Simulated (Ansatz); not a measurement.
I need a rigid scan of one bond length of CH₃ClOSb, SMILES C[O][Sb][Cl]. Use the Ansatz DFT code, driven from Python. Settings (for the species named): PBE, def2-SVP basis, multiplicity 2.

```xyz
7

C    -0.4583    0.3977    0.6105
O     0.8358    0.5035    0.2192
Sb    0.9030    0.0219   -1.7687
Cl    1.3561   -2.2916   -1.2437
H    -1.1093    1.1638   -0.0013
H    -0.9032   -0.5708    0.4612
H    -0.5629    0.7075    1.6771
```

The script, `scan_ch3closb.py`:
```python
# -*- coding: utf-8 -*-
"""Potential curve of CH3ClOSb along one bond."""

import ansatz as az
import numpy as np


def main():
    geometry_ang = [
        ("C", [-0.4583, 0.3977, 0.6105]),
        ("O", [0.8358, 0.5035, 0.2192]),
        ("Sb", [0.903, 0.0219, -1.7687]),
        ("Cl", [1.3561, -2.2916, -1.2437]),
        ("H", [-1.1093, 1.1638, -0.0013]),
        ("H", [-0.9032, -0.5708, 0.4612]),
        ("H", [-0.5629, 0.7075, 1.6771]),
    ]
    ch3closb = az.Crystal.molecule()
    for symbol, xyz in geometry_ang:
        ch3closb = ch3closb.atom(symbol, xyz)

    symbols = [site.symbol for site in ch3closb.cartesian_sites]
    start = np.array([site.position_ang for site in ch3closb.cartesian_sites])
    axis = (start[4] - start[0]) / np.linalg.norm(start[4] - start[0])
    moving = [4]
    lengths, energies = [1.036, 1.083, 1.13, 1.177, 1.224, 1.271, 1.318, 1.389], []
    for length in lengths:
        xyz = start.copy()
        xyz[moving] += (length - np.linalg.norm(start[4] - start[0])) * axis
        point = az.Crystal.molecule()
        for symbol, place in zip(symbols, xyz):
            point = point.atom(symbol, place.tolist())
        setup = point.calculation().basis(gaussian="def2-SVP").functional("PBE").spin("collinear", total=1)
        data = setup.run(threads=1).report
        energies.append(data["free_energy_ev"])
        print(f"r = {length:6.3f} A  E = {energies[-1]:.5f} eV  <S^2> = {abs(data['mean_field']['state']['spin_squared']):.3f}")

    # quartic fit about the minimum
    fit = np.polynomial.Polynomial.fit(lengths, np.array(energies) - min(energies), 4).convert()
    roots = [r.real for r in fit.deriv().roots() if abs(r.imag) < 1e-9 and fit.deriv(2)(r.real) > 0]
    r_e = min(roots, key=lambda r: abs(r - lengths[int(np.argmin(energies))]))
    print(f"minimum of the fit at {r_e:.4f} A, force constant {fit.deriv(2)(r_e):.2f} eV/A^2")


if __name__ == "__main__":
    main()
```

```console
$ python scan_ch3closb.py
r =  1.036 A  E = -22178.00133 eV  <S^2> = 0.752
r =  1.083 A  E = -22178.10591 eV  <S^2> = 0.752
r =  1.130 A  E = -22178.13195 eV  <S^2> = 0.752
r =  1.177 A  E = -22178.09891 eV  <S^2> = 0.752
r =  1.224 A  E = -22178.02195 eV  <S^2> = 0.752
r =  1.271 A  E = -22177.91293 eV  <S^2> = 0.752
r =  1.318 A  E = -22177.78102 eV  <S^2> = 0.752
r =  1.389 A  E = -22177.55364 eV  <S^2> = 0.752
minimum of the fit at 1.1252 A, force constant 27.61 eV/A^2
```

What to keep in mind:
- Total energies depend on the basis set; only differences at equal settings carry meaning.
- The rest of the molecule is held rigid at a force-field or estimated start geometry, and the basis set is modest; single-reference methods fail as a bond breaks.
- def2 sets replace the cores of elements past krypton by effective core potentials.
- The species is open-shell (spin multiplicity 2).
- Spin-orbit coupling of the heavy open-shell atom is left out.
- Hardware and time: 30 s on 1 thread of Arm Neoverse V2 (shared host), peak memory 0.22 GiB.

(A comment or docstring line of the script was reworded after the run, the code is as it ran; lines on the test bed's own set-up are left out of the output.)
